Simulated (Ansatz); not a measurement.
# CH₅GeNOS: a ladder of functionals and wavefunction methods

An exercise on one series of results from a longer session: the logs are not shown, and one member is left open.

Program: Ansatz 0.2.0, Gaussian basis. Level of theory: functionals in def2-TZVPP, the program's frozen cores in correlated methods. These are calculated values, not measurements.

Levels to be run: PBE-D4, r2SCAN-D4, PBE0-D4, B3LYP-D4, ωB97X-V, ωB97M-V, B2PLYP; CCSD(T)/def2-TZVPP; MP2/def2-QZVPP; extrapolation to the limit.

## Structure used throughout

An earlier PBE0-D4 in a triple-zeta def2 set relaxation fixed the geometry.

SMILES `O=C(S)[NH][GeH3]`, 10 atoms, charge 0, spin multiplicity 1.

Atoms are counted from 1 here; the program's logs count them from 0.

Bond lengths: O1–C2 1.208 Å, C2–S3 1.796 Å, C2–N4 1.350 Å, S3–H6 1.340 Å, N4–Ge5 1.867 Å, N4–H7 1.007 Å, Ge5–H8 1.530 Å, Ge5–H9 1.536 Å, Ge5–H10 1.530 Å. Angles: O1–C2–S3 123.0°, O1–C2–N4 123.3°, S3–C2–N4 113.7°, C2–S3–H6 93.1°, C2–N4–Ge5 118.1°, C2–N4–H7 118.8°, Ge5–N4–H7 123.2°, N4–Ge5–H8 109.1°, N4–Ge5–H9 103.1°, N4–Ge5–H10 109.0°, H8–Ge5–H9 111.5°, H8–Ge5–H10 112.3°, H9–Ge5–H10 111.5°.

Geometry (Å):

```tsv
atom	x (Å)	y (Å)	z (Å)
O1	0.44627	-1.55898	0.49393
C2	0.31097	-0.44115	0.93270
S3	0.61159	-0.02177	2.65281
N4	-0.07961	0.60842	0.17808
Ge5	-0.42677	0.30875	-1.63158
H6	0.94820	-1.27780	2.97643
H7	-0.17050	1.51137	0.61431
H8	0.85238	-0.18346	-2.31071
H9	-0.83536	1.69807	-2.14279
H10	-1.57406	-0.69464	-1.76029
```

The first run:

in.yaml

```yaml
crystal:
  periodic: [false, false, false]
  atoms:
    - {symbol: O, position_ang: [0.446274, -1.558983, 0.493927]}
    - {symbol: C, position_ang: [0.310973, -0.441153, 0.932701]}
    - {symbol: S, position_ang: [0.611585, -0.021774, 2.652813]}
    - {symbol: N, position_ang: [-0.079614, 0.608418, 0.178082]}
    - {symbol: Ge, position_ang: [-0.426770, 0.308754, -1.631581]}
    - {symbol: H, position_ang: [0.948195, -1.277800, 2.976433]}
    - {symbol: H, position_ang: [-0.170499, 1.511374, 0.614310]}
    - {symbol: H, position_ang: [0.852378, -0.183463, -2.310707]}
    - {symbol: H, position_ang: [-0.835362, 1.698067, -2.142788]}
    - {symbol: H, position_ang: [-1.574061, -0.694640, -1.760290]}
basis:
  gaussian: {orbitals: def2-TZVPP}
hamiltonian: {xc: pbe, dispersion: d4}
output: {forces: true, orbitals: {seedname: orbitals}}
```

On the command line:

```
$ ansatz run in.yaml --threads 4 --pin off --events-out ev --progress --plain --max-ram 10444MiB
```

Steps of the session up to this table: PBE-D4 (GGA); r2SCAN-D4 (meta-GGA); PBE0-D4 (hybrid); B3LYP-D4 (hybrid); ωB97X-V (range-separated); ωB97M-V (range-separated); B2PLYP (double hybrid); CCSD(T) in def2-TZVPP; MP2 in def2-QZVPP.

One of the session's tables, all rows but one given; the rest of the session is left out.

It belongs to the step «Atomisation energies». 

```
            method  atomisation energy (kJ/mol)
            PBE-D4                       3538.8
         r2SCAN-D4                       3451.4
           PBE0-D4                       3435.1
          B3LYP-D4                       3430.2
           ωB97X-V                            ?
           ωB97M-V                       3442.1
            B2PLYP                       3389.6
     HF/def2-TZVPP                       2271.5
    MP2/def2-TZVPP                       3398.8
   CCSD/def2-TZVPP                       3257.2
CCSD(T)/def2-TZVPP                       3332.1
           MP2/CBS                       3500.1
       CCSD(T)/CBS                       3433.4
```

Estimate the missing values for ωB97X-V.

The run gave: atomisation energy (kJ/mol): 3462.3. In the column «atomisation energy (kJ/mol)» it lies between r2SCAN-D4 (3451.4) and MP2/CBS (3500.1).

To keep in mind: Free atoms (1 O, 1 C, 1 S, 1 N, 1 Ge, 5 H) were run apart at each level; the atomisation energy is their sum less the molecule, without zero-point or spin-orbit terms.
